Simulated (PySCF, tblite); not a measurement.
# C₄H₆BF₂Si radical: geometry, infrared bands and EPR parameters

Wanted: the infrared bands and EPR parameters of C₄H₆BF₂Si radical (`FB(F)C1=CC[CH][SiH2]1`), by calculation.

Computed with tblite 0.8.0 and PySCF 2.14.0, with density-fitted response routines of our own, on a single molecule in the gas phase. Atoms count from 0, in the outputs and in this text.

### Step 1. Starting geometry

14 atoms, charge 0, multiplicity 2; geometry from: force field or distance geometry start.

Bonds of the start (Å): F0–B1 1.47, B1–F2 1.46, B1–C3 1.54, C3–C4 1.33, C4–C5 1.45, C5–C6 1.51, C6–Si7 1.91, Si7–C3 1.87, C4–H8 1.12, C5–H9 1.13, C5–H10 1.12, C6–H11 1.09, Si7–H12 1.47, Si7–H13 1.45.

### Step 2. Geometry optimisation with GFN2-xTB

Job settings and geometry (Å):

```
{"job": {"kind": "relax", "xc": "GFN2-xTB", "basis": "xTB"}, "charge": 0, "multiplicity": 2}
F      3.102800    -0.444400     1.020400
B      2.256400    -0.563600    -0.170500
F      2.952900    -0.511000    -1.447400
C      0.751700    -0.279400     0.010300
C     -0.274900    -1.116900     0.067800
C     -1.591500    -0.534900     0.242800
C     -1.694200     0.866500    -0.321300
Si     0.050500     1.442300     0.205700
H     -0.102100    -2.216200    -0.044300
H     -2.340200    -1.148700    -0.339500
H     -1.976000    -0.592400     1.287900
H     -1.806100     0.840300    -1.407800
H      0.044500     1.883700     1.612200
H      0.625600     2.374300    -0.738600
```

Started as:

```bash
OMP_NUM_THREADS=1 python probes_run.py task.json out
```

One launch serves the whole session: the jobs run in the order shown.

**Question.** This job is followed by: GFN2-xTB harmonic vibrations, gas phase; UKS B3LYP, pcH-1 on B C F H Si, non-relativistic, mean-field spin-orbit, GIAO. What will the session give for the following? strongest single infrared mode (GFN2-xTB); zero-point energy (GFN2-xTB); g(iso) (B3LYP); ⟨S²⟩; largest a(iso) (averaged by class); surface potential, 1st and 99th percentile.

The runs gave:

```
                                 quantity                    value
strongest single infrared mode (GFN2-xTB)    1306 cm⁻¹, 525 km/mol
             zero-point energy (GFN2-xTB)            55.2 kcal/mol
                           g(iso) (B3LYP)                  2.00263
                                     ⟨S²⟩       0.754 (exact 0.75)
       largest a(iso) (averaged by class)  1H on H9, H10, 97.5 MHz
    surface potential, 1st and 99th percentile       -0.96 V and 1.34 V
```

What this shows: Relaxing lowered the energy by 1.644 eV in 137 steps; the close pair that moved most is F0–B1, from 1.466 to 1.327 Å. All 36 modes are real, so the xTB geometry is a minimum. The strongest single mode, at 1306 cm⁻¹, moves mainly B1. Unscaled tight-binding wavenumbers are off by several per cent, some by more. Its intensities can rank the bands wrongly. Most of the unpaired spin sits on C6 (1.01 e). The isotropic g lies 0.3 ppt above the free-electron value.
